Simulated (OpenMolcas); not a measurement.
# SnH4 (SMILES [SnH4]): CCSD(T)/def2-TZVP (core potential)

What is the energy change on altering one bond length of SnH4 at CCSD(T)/def2-TZVP (core potential)? 

Program for the calculation: OpenMolcas 26.06.

### 1 The system as given

The species is SnH4 (5 atoms), meant as a singlet with charge 0. SMILES: `[SnH4]`. The shape comes from GFN2-xTB, which is rough for such elements, and wasn't checked as a minimum.

Bond lengths: Sn1–H2 1.639 Å, Sn1–H3 1.639 Å, Sn1–H4 1.639 Å, Sn1–H5 1.638 Å. Angles: H2–Sn1–H3 109.4°, H2–Sn1–H4 109.5°, H2–Sn1–H5 109.5°, H3–Sn1–H4 109.5°, H3–Sn1–H5 109.5°, H4–Sn1–H5 109.4°.

### 2 The energy at CCSD(T)/def2-TZVP (core potential)

job.input reads:

```
* H4Sn CCSD(T)

&GATEWAY
  BASLIB=$CurrDir
  COORD
  5
  bohr
  Sn    -0.00013228     0.00000000    -0.00039684
  H      1.49583161    -1.55091713     2.22322499
  H     -2.84127882     0.73304366     0.98919604
  H     -0.21083674    -1.77078676    -2.53179837
  H      1.55641623     2.58864133    -0.68022582
  BASIS=def2-TZVP
  GROUP=NoSym

&SEWARD

&SCF
  PRORBITALS=1 1

&RASSCF
  FILEORB=$Project.ScfOrb
  SPIN=1
  NACTEL=0 0 0
  INACTIVE=13
  RAS2=0
  OUTORBITALS=Canonical
  ORBLISTING=Nothing

&MOTRA
  JOBIPH
  FROZEN=4

&CCSDT
  CCT
  TRIPLES=2
  ITERATIONS=50
  EXTRAPOLATION=5 4
```

The basis set def2-TZVP is read from a file made from the Basis Set Exchange's data (not shown).

Launch:

```console
$ export MOLCAS_MEM=1860
$ pymolcas job.input > job.log
```

The program printed:

```text
--- Start Module: gateway ---
[...]
--- Stop Module: gateway /rc=_RC_ALL_IS_WELL_ ---
[...]
      Basis functions           74
[...]
       Convergence after   9 Iterations
[...]
::    Total SCF energy                               -215.6379982642
[...]
      Total spin, S                                     0.0000000000
[...]
      Number of active orbitals                  0
[...]
      Spin quantum number                      0.0
[...]
      Active orbitals                            0
[...]
      Number of CSFs                             1
[...]
      Number of root(s) required                 1
[...]
      Convergence after  4 iterations
[...]
      Natural orbitals and occupation numbers for root  1
      ************************************************************************************************************************
      *                                                    Final results                                                     *
      ************************************************************************************************************************
[...]
::    RASSCF root number  1 Total energy:   -215.63799826
[...]
      Total electronic charge=   26.000000
      Total            charge=   -0.000000
[...]
      Dipole Moment (debye):
      Origin of the operator (angstrom)=   -0.0001   -0.0000   -0.0002
                   X= -3.4039E-04               Y=  1.0167E-04               Z= -1.4036E-03           Total=  1.4478E-03
      Quadrupole Moment (debye*angstrom):
[...]
--- Start Module: motra ---
[...]
      *** WARNING: Default frozen orbitals is overwritten by user input.
      *** Default values:   0
[...]
--- Stop Module: motra /rc=_RC_ALL_IS_WELL_ ---
--- Start Module: ccsdt ---
[...]
      Convergence after                    12  Iterations
      Total energy (diff) :    -215.99382518      -0.00000007
[...]
 METHOD                       : CCSD+T(CCSD)+<T3(1)WT1> = CCSD(T)
[...]
       CCSD     =      -215.9938251771909
[...]
--- Stop Module: ccsdt /rc=_RC_ALL_IS_WELL_ ---
[...]
```

It took 19 s on 1 thread of Arm Neoverse V1, shared host; peak memory 0.43 GiB.

### 3 The distorted shape, same level

job.input reads:

```
>>> EXPORT MOLCAS_PRINT=2
&GATEWAY
BasLib
$CurrDir
Coord
5
bohr
Sn     0.15549044     0.25880933    -0.06836462
H      1.65145434    -1.29210780     2.15525721
H     -2.68565609     0.99185299     0.92122826
H     -0.05521402    -1.51197743    -2.59976615
H      1.55641623     2.58864133    -0.68022582
Basis
def2-TZVP
Group
NoSym
&SEWARD
&SCF
PrOrbitals
1 1
&RASSCF
FileOrb
$Project.ScfOrb
Spin
1
Nactel
0 0 0
Inactive
13
Ras2
0
OutOrbitals
Canonical
OrbListing
Nothing
&MOTRA
JobIph
Frozen
4
&CCSDT
CCT
Triples
2
Iterations
50
Extrapolation
5 4
```

The basis set def2-TZVP is read from a file made from the Basis Set Exchange's data (not shown).

Launch:

```console
$ export MOLCAS_MEM=1860
$ pymolcas job.input > job.log
```

The program printed:

```text
--- Start Module: gateway ---
[...]
--- Stop Module: gateway /rc=_RC_ALL_IS_WELL_ ---
[...]
      Basis functions           74
[...]
       Convergence after   9 Iterations
[...]
::    Total SCF energy                               -215.6187253729
[...]
      Total spin, S                                     0.0000000000
[...]
      Number of active orbitals                  0
[...]
      Spin quantum number                      0.0
[...]
      Active orbitals                            0
[...]
      Number of CSFs                             1
[...]
      Number of root(s) required                 1
[...]
      Convergence after  4 iterations
[...]
      Natural orbitals and occupation numbers for root  1
      ************************************************************************************************************************
      *                                                    Final results                                                     *
      ************************************************************************************************************************
[...]
::    RASSCF root number  1 Total energy:   -215.61872537
[...]
      Total electronic charge=   26.000000
      Total            charge=   -0.000000
[...]
      Dipole Moment (debye):
      Origin of the operator (angstrom)=    0.0816    0.1358   -0.0359
                   X=  1.6162E-01               Y=  2.6948E-01               Z= -7.2078E-02           Total=  3.2239E-01
      Quadrupole Moment (debye*angstrom):
[...]
--- Start Module: motra ---
[...]
      *** WARNING: Default frozen orbitals is overwritten by user input.
      *** Default values:   0
[...]
--- Stop Module: motra /rc=_RC_ALL_IS_WELL_ ---
--- Start Module: ccsdt ---
[...]
      Convergence after                    12  Iterations
      Total energy (diff) :    -215.97633046      -0.00000006
[...]
 METHOD                       : CCSD+T(CCSD)+<T3(1)WT1> = CCSD(T)
[...]
       CCSD     =      -215.9763304551478
[...]
--- Stop Module: ccsdt /rc=_RC_ALL_IS_WELL_ ---
[...]
```

Run time: 19 s. Hardware: 1 thread of Arm Neoverse V1, shared host; peak memory 0.43 GiB.

### 4 What came out

Level: CCSD(T)/def2-TZVP (core potential), 4 core orbitals frozen.

```
                                                          quantity          value
                                         first shape: total energy  -216.00152 Eh
                   first shape: dipole moment (mean-field density)         0.00 D
                  first shape: HOMO energy (Hartree–Fock orbitals)      -12.33 eV
                  first shape: LUMO energy (Hartree–Fock orbitals)        2.94 eV
                first shape: HOMO–LUMO gap (Hartree–Fock orbitals)       15.27 eV
          first shape: correlation energy (4 core orbitals frozen)     -363.5 mEh
                                       first shape: (T) correction      -7.70 mEh
                                     distorted shape: total energy  -215.98397 Eh
               distorted shape: dipole moment (mean-field density)         0.32 D
              distorted shape: HOMO energy (Hartree–Fock orbitals)      -12.27 eV
              distorted shape: LUMO energy (Hartree–Fock orbitals)        2.95 eV
            distorted shape: HOMO–LUMO gap (Hartree–Fock orbitals)       15.22 eV
      distorted shape: correlation energy (4 core orbitals frozen)     -365.2 mEh
                                   distorted shape: (T) correction      -7.64 mEh
energy change with the Sn1–H5 bond shortened from 1.638 to 1.475 Å       0.478 eV
```

With the Sn1–H5 bond shortened from 1.638 to 1.475 Å the energy rises by 0.48 eV (46.1 kJ/mol). The first shape isn't relaxed at this level, so the change isn't measured from a minimum. The triples (first shape) make up 2.1 % of the correlation energy. Mulliken charges (distorted shape) of the mean-field density run from -0.12 on H5 to +0.43 on Sn1; they depend strongly on the basis. The triples (distorted shape) make up 2.1 % of the correlation energy.
